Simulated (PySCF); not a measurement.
# CH₈GeSi: electronic excitations and core binding energies

Wanted: the electronic excitations and core binding energies of CH₈GeSi (`[SiH3][CH2][GeH3]`), by calculation.

The runs use PySCF 2.14.0, with density-fitted response routines of our own; the level of theory stands in each step. All values are computed, except where a source is named. Atoms are numbered from 0 throughout.

### 1 The starting structure

11 atoms, charge 0, multiplicity 1; geometry from: GFN2-xTB.

Bonds of the start (Å): Si0–C1 1.90, C1–Ge2 1.96, Si0–H3 1.47, Si0–H4 1.46, Si0–H5 1.46, C1–H6 1.09, C1–H7 1.09, Ge2–H8 1.50, Ge2–H9 1.50, Ge2–H10 1.50.

### 2 Ultraviolet spectrum: B3LYP/def2-SVPD

Job settings and geometry (Å):

```
{"job": {"kind": "uv", "xc": "B3LYP", "basis": "def2-SVPD", "nstates": 8, "ntriplets": 3}, "charge": 0, "multiplicity": 1}
Si     1.497006     0.673909     0.005030
C      0.253548    -0.756533    -0.134942
Ge    -1.611618    -0.182522     0.072994
H      2.848343     0.131920    -0.167089
H      1.225643     1.663770    -1.040114
H      1.380035     1.299568     1.324534
H      0.473731    -1.510056     0.621920
H      0.363902    -1.246138    -1.102973
H     -2.007511     0.815901    -0.968302
H     -1.854172     0.450428     1.406552
H     -2.563482    -1.337577    -0.043574
```

Method: TDDFT B3LYP/def2-SVPD, vertical, gas phase, core orbitals frozen in the response.

The log of the run:

```text
coarse grid: 38784 points
cycle   1  E = -2409.0495950059  dE = -7.028e-01  |g| = 5.161e-01  |ddm| = 3.548e+00
cycle   2  E = -2409.0169347933  dE =  3.266e-02  |g| = 6.358e-01  |ddm| = 1.020e+00
cycle   3  E = -2409.0909708936  dE = -7.404e-02  |g| = 6.095e-02  |ddm| = 6.815e-01
cycle   4  E = -2409.0920486441  dE = -1.078e-03  |g| = 2.196e-02  |ddm| = 1.056e-01
cycle   5  E = -2409.0921381410  dE = -8.950e-05  |g| = 2.920e-03  |ddm| = 2.251e-02
cycle   6  E = -2409.0921406478  dE = -2.507e-06  |g| = 4.909e-04  |ddm| = 5.745e-03
final grid: 79152 points
cycle   7  E = -2409.0921280588  dE = -1.132e-07  |g| = 4.218e-04  |ddm| = 5.407e-03
cycle   8  E = -2409.0921280722  dE = -1.342e-08  |g| = 4.162e-04  |ddm| = 1.427e-03
cycle   9  E = -2409.0921281194  dE = -4.723e-08  |g| = 6.323e-05  |ddm| = 6.555e-04
cycle  10  E = -2409.0921281200  dE = -5.452e-10  |g| = 5.322e-06  |ddm| = 6.290e-05
converged SCF energy = -2409.0921281200

Static polarisability (au): isotropic 72.327, principal 63.698 66.916 86.367

Singlet excitations
state   eV       nm        f      main configurations
  1   7.3663    168.3   0.02058   H->L 0.99
  2   7.9018    156.9   0.09685   H-1->L 0.63, H->L+1 0.31
  3   7.9073    156.8   0.17508   H->L+1 0.60, H-1->L 0.34
  4   8.0579    153.9   0.02758   H->L+2 0.89
  5   8.2061    151.1   0.01562   H-2->L 0.97
  6   8.2787    149.8   0.04666   H->L+3 0.89
  7   8.3926    147.7   0.00198   H-3->L 0.87
  8   8.4020    147.6   0.07986   H-1->L+1 0.86

Triplet excitations (Tamm-Dancoff, eV): 7.0120 7.4288 7.6004
```

Wall time 13 s (1 thread, shared host).

The orbitals next to the gap, with their largest atomic shares:

```csv
orbital,eV,atoms
HOMO−3,-9.44,"Si0 38 %, H4 24 %, H5 23 %"
HOMO−2,-9.17,"Ge2 39 %, H9 23 %, H8 23 %"
HOMO−1,-8.89,"C1 23 %, Ge2 23 %, Si0 10 %"
HOMO,-8.34,"C1 34 %, Ge2 20 %, Si0 17 %"
LUMO,-0.06,"Ge2 23 %, Si0 22 %, C1 13 %"
LUMO+1,0.33,"Ge2 39 %, H10 14 %, H8 10 %"
LUMO+2,0.67,"Ge2 30 %, Si0 26 %, C1 8 %"
```

With each of the 8 states as a Gaussian band of 0.4 eV half-width at 1/e, the curve within the window shown has maxima at 155 nm (ε 14,000) L/(mol cm). Beyond the last state computed it falls off for lack of states. The curve at chosen wavelengths:

nm, ε (L/mol/cm) and a bar:
```
      142       2931 ######
      144       4868 ##########
      145       5974 ############
      147       8316 #################
      148       9494 ####################
      150      11708 ########################
      152      13461 ############################
      153      14045 #############################
      155      14408 ##############################
      156      14140 #############################
      158      12756 ###########################
      160      10556 ######################
      161       9315 ###################
      163       6872 ##############
      164       5769 ############
      166       3933 ########
      168       2612 #####
      169       2121 ####
      171       1401 ###
      172       1139 ##
      174        753 #
      176        492 #
      177        394 #
      179        247 
      180        192 
      182        113
```

Further results of this job:

```csv
property,computed
dipole moment (D),0.68
polarisability (Å³),10.72
HOMO–LUMO gap (eV),8.28
−ε(HOMO) (eV),8.34
```

### 3 X-ray photoelectron lines: SCAN, X2C

Same as in step 2 but for these lines:

```diff
@@ -1,2 +1,2 @@
-{"job": {"kind": "uv", "xc": "B3LYP", "basis": "def2-SVPD", "nstates": 8, "ntriplets": 3}, "charge": 0, "multiplicity": 1}
+{"job": {"kind": "xps"}, "charge": 0, "multiplicity": 1}
 Si     1.497006     0.673909     0.005030
```

Level: delta-SCF UKS SCAN, pcX-2 on the ionised atom, pcseg-1 elsewhere, spin-free X2C.

The log of the run:

```text
ground state, core basis on atom 0 (Si), 141 functions
  cycle   1  E = -2426.94392214  |g| = 4.02e-01
  cycle   2  E = -2426.89151044  |g| = 5.63e-01
  cycle   3  E = -2426.98461621  |g| = 6.11e-02
  cycle   4  E = -2426.98593255  |g| = 1.36e-02
  cycle   5  E = -2426.98599178  |g| = 3.53e-03
  cycle   6  E = -2426.98599737  |g| = 8.96e-04
  cycle   7  E = -2426.98599550  |g| = 2.37e-04
  E(ground) = -2427.10823092 Eh
hole in Si 1s of atom 0
  cycle   1  E = -2358.06966212  |g| = 4.35e+00
  cycle   2  E = -2358.35309137  |g| = 2.03e+00
  cycle   3  E = -2358.92483789  |g| = 5.85e-01
  cycle   4  E = -2359.09992627  |g| = 2.07e-01
  cycle   5  E = -2359.12358798  |g| = 7.02e-02
  cycle   6  E = -2359.12588687  |g| = 3.13e-02
  cycle   7  E = -2359.12642269  |g| = 6.09e-03
  cycle   8  E = -2359.12644520  |g| = 1.79e-03
  cycle   9  E = -2359.12645106  |g| = 2.63e-04
  E(ion) = -2359.25628664 Eh   <S^2> = 0.7523   hole on atom = 1.000   binding energy = 1846.345 eV
hole in Si 2p of atom 0
  cycle   1  E = -2422.72707979  |g| = 1.23e+00
  cycle   2  E = -2422.69078917  |g| = 1.00e+00
  cycle   3  E = -2423.02818241  |g| = 1.77e-01
  cycle   4  E = -2423.04602845  |g| = 7.12e-02
  cycle   5  E = -2423.04839708  |g| = 3.52e-02
  cycle   6  E = -2423.04913095  |g| = 6.45e-03
  cycle   7  E = -2423.04915837  |g| = 1.77e-03
  cycle   8  E = -2423.04915866  |g| = 3.10e-04
  E(ion) = -2423.18312307 Eh   <S^2> = 0.7524   hole on atom = 1.002   binding energy = 106.808 eV
  2p3/2 = 106.604 eV   2p1/2 = 107.227 eV
ground state, core basis on atom 1 (C), 130 functions
  cycle   1  E = -2426.89334636  |g| = 5.97e-02
  cycle   2  E = -2426.89335567  |g| = 2.17e-02
  cycle   3  E = -2426.89339575  |g| = 1.91e-02
  cycle   4  E = -2426.89348883  |g| = 4.61e-03
  cycle   5  E = -2426.89349492  |g| = 3.56e-04
  E(ground) = -2427.05729771 Eh
hole in C 1s of atom 1
  cycle   1  E = -2415.64891558  |g| = 1.51e+00
  cycle   2  E = -2414.86761753  |g| = 1.87e+00
  cycle   3  E = -2416.18789209  |g| = 3.35e-01
  cycle   4  E = -2416.23493124  |g| = 7.90e-02
  cycle   5  E = -2416.23763333  |g| = 1.37e-02
  cycle   6  E = -2416.23772654  |g| = 6.58e-03
  cycle   7  E = -2416.23775673  |g| = 1.40e-03
  cycle   8  E = -2416.23775924  |g| = 6.09e-04
  cycle   9  E = -2416.23776089  |g| = 1.60e-04
  E(ion) = -2416.39998214 Eh   <S^2> = 0.7692   hole on atom = 1.000   binding energy = 290.000 eV
```

Wall time 14 s (1 thread, shared host).

Binding energies by hole, beside the orbital energy of the ground state; the difference holds orbital relaxation and, for a density functional, its self-interaction error:

```csv
hole,stands for,environment,ΔSCF (eV; 2p as the shell's mean),−ε (eV),⟨S²⟩
Si1s on Si0,Si0,"silicon bonded to C, 3 H",1846.35,1793.1,0.752
Si2p on Si0,Si0,"silicon bonded to C, 3 H",106.81,96.0,0.752
C1s on C1,C1,sp3 CH2 bonded to Ge and Si,290.00,273.6,0.769
```

With the spin-orbit splitting: Si0 2p3/2 106.60, 2p1/2 107.23 eV. The table gives each 2p level as the mean over the whole 2p shell (two parts 2p3/2, one part 2p1/2), which differs a little from the single hole in the log.

### 4 What came out

| quantity | value |
| --- | --- |
| lowest singlet (B3LYP/def2-SVPD) | 7.37 eV (168 nm), f = 0.021 |
| brightest single state of those computed | state 3, 7.91 eV, f = 0.175 |
| lowest triplet | 7.01 eV |
| Si1s binding energies, SCAN/pcX-2 | Si0 1846.35 eV |
| Si2p binding energies, SCAN/pcX-2 | Si0 106.81 eV |
| C1s binding energies, SCAN/pcX-2 | C1 290.00 eV |

In words: The first singlet state (HOMO→LUMO 0.99) lies at 7.37 eV and is weak; of the 8 states computed, the strongest absorption comes from states 2 to 3 together at 7.91 eV. The lowest triplet lies 0.35 eV below the lowest singlet (triplets in Tamm-Dancoff, singlets in full TDDFT).
